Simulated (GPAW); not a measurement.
# CH4OSn (SMILES [CH3][Sn][OH]) at RPBE/real-space grid (scalar-relativistic datasets)

We compute ionisation energies of CH4OSn. The job is set up through an ASE script.

The results are computed with GPAW 26.7.0.

2 further runs of the same task are left out: 1 that didn't finish, 1 set aside as unsound or not needed.

### Step 1. Starting point

The species is CH4OSn (7 atoms), meant as a singlet with charge 0. SMILES: `[CH3][Sn][OH]`. Geometry: a GFN2-xTB relaxation, a rough one for these elements and not checked as a minimum. This is one conformer, not always the lowest.

Bond lengths: C1–Sn2 2.283 Å, Sn2–O3 2.028 Å, C1–H4 1.093 Å, C1–H5 1.091 Å, C1–H6 1.092 Å, O3–H7 0.954 Å. Angles: C1–Sn2–O3 97.0°, Sn2–C1–H4 110.1°, Sn2–C1–H5 113.8°, Sn2–C1–H6 111.2°, Sn2–O3–H7 125.2°, H4–C1–H5 106.9°, H4–C1–H6 107.1°, H5–C1–H6 107.5°.

### Step 2. Ionisation energies at RPBE/real-space grid (scalar-relativistic datasets)

File molecule.xyz:

```xyz
7

C     -0.847950     0.506590    -0.276650
Sn     1.269760     0.137730    -1.044520
O      1.889060    -1.035340     0.489090
H     -1.510670    -0.301560    -0.597880
H     -1.288660     1.438970    -0.632880
H     -0.873470     0.526870     0.814740
H      1.361930    -1.273260     1.248100
```

File molecule_ipea.py:

```python
from ase.io import read
from gpaw import GPAW

# Geometry
atoms = read("molecule.xyz")
atoms.center(vacuum=4.5)

energies = {}
for name, charge, unpaired in [("neutral", 0, 0), ("oxidised", 1, 1)]:
    atoms.set_initial_magnetic_moments([unpaired / len(atoms)] * len(atoms))
    calculator = GPAW(mode="fd",
                      h=0.18,
                      symmetry="off",
                      xc="RPBE",
                      occupations={"name": "fermi-dirac", "width": 0.0, "fixmagmom": unpaired > 0},
                      maxiter=100,
                      charge=charge,
                      txt=f'{name}.txt')
    atoms.calc = calculator
    energies[name] = atoms.get_potential_energy()
    print(f'{name:10} {energies[name]:12.5f} eV')

ip = energies["oxidised"] - energies["neutral"]
print(f"Vertical IP: {ip:.3f} eV")
```

Command:

```bash
python molecule_ipea.py
```

What values should one expect? Wanted: first ionisation energy.

Answer, from the run:

Level: RPBE/real-space grid (scalar-relativistic datasets).

| quantity | value |
| --- | --- |
| first ionisation energy | 8.45 eV |
